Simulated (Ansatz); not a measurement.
**GeNH (singlet): wave-function methods side by side at angle Ge1–N2–H3 = 180.0°, cc-pVDZ**

The task here is to estimate one member of a computed series from the others.

Computed with Ansatz 0.2.0, Gaussian basis. Level: cc-pVDZ, core rule «outside noble gas», up to 15 orbitals frozen.

Plan: UHF; CCSD(T) on RHF; CCSD(T) on UHF; BCCD(T) on RHF; CISD; CCSDT(Q) on RHF; CCSDT(Q) on UHF; CCSDTQ on RHF; CASSCF and MRCISD+Q, 2 electrons in 2 orbitals; CASSCF and NEVPT2, 2 electrons in 2 orbitals; CASSCF and MRCISD+Q, 10 electrons in 9 orbitals; CASSCF and MRCISD+Q(relaxed), 10 electrons in 9 orbitals; CASSCF and NEVPT2, 10 electrons in 9 orbitals.

## The geometry

The geometry derives from a PBE0/def2-TZVP stationary point (not a proven minimum). One angle is set to the value named; bond lengths are kept. No spin-orbit coupling is included. The filled d shell of Ge may be among the frozen orbitals whatever the setting's name suggests; the logs give the count.

3 atoms, charge 0, spin multiplicity 1.

Atoms are counted from 1 here; the program's logs count them from 0.

Bond lengths: Ge1–N2 1.644 Å, N2–H3 1.003 Å. Angles: Ge1–N2–H3 180.0°.

The first run:

in.yaml

```yaml
crystal:
  periodic: [false, false, false]
  atoms:
    - {symbol: Ge, position_ang: [0.000000, 0.000000, 1.430501]}
    - {symbol: N, position_ang: [0.000000, 0.000000, -0.213910]}
    - {symbol: H, position_ang: [0.000000, 0.000000, -1.216591]}
basis:
  gaussian: {orbitals: cc-pVDZ}
magnetization: {spin_polarized: true, initial_magnetization: 0}
hamiltonian: {xc: hf}
output: {orbitals: {seedname: orbitals}}
```

Launch:

```bash
> ansatz run in.yaml --threads 1 --pin off --events-out ev --progress --plain --max-ram 2816MiB --backend cpu
```

Among the steps run: UHF; CCSD(T) on RHF; CCSD(T) on UHF; BCCD(T) on RHF; CISD; CCSDT(Q) on RHF; CCSDT(Q) on UHF; CCSDTQ on RHF; CASSCF and MRCISD+Q, 2 electrons in 2 orbitals; CASSCF and NEVPT2, 2 electrons in 2 orbitals; CASSCF and MRCISD+Q, 10 electrons in 9 orbitals; CASSCF and MRCISD+Q(relaxed), 10 electrons in 9 orbitals; CASSCF and NEVPT2, 10 electrons in 9 orbitals.

One of the session's tables, all rows but one given; the rest of the session is left out.

```
                   method  from RCCSDTQ (meV)
                      RHF                   ?
                      UHF             +7700.8
                     RMP2              +646.3
                    RCCSD              +412.9
                 RCCSD(T)               +52.0
                  BCCD(T)               +52.7
                   RCCSDT               +37.9
                RCCSDT(Q)               -10.1
                  RCCSDTQ                   0
              CASSCF pair             +7036.6
              NEVPT2 pair              +735.9
              MRCISD pair              +863.8
            MRCISD+Q pair              +186.3
           CASSCF valence             +3828.0
           NEVPT2 valence              +997.0
           MRCISD valence              +278.7
         MRCISD+Q valence               +74.5
MRCISD+Q(relaxed) valence               -11.8
```

Q: Estimate the row for RHF from the others.

**Answer.** from RCCSDTQ (meV): +7705.8. In the column «from RCCSDTQ (meV)» it is the highest.
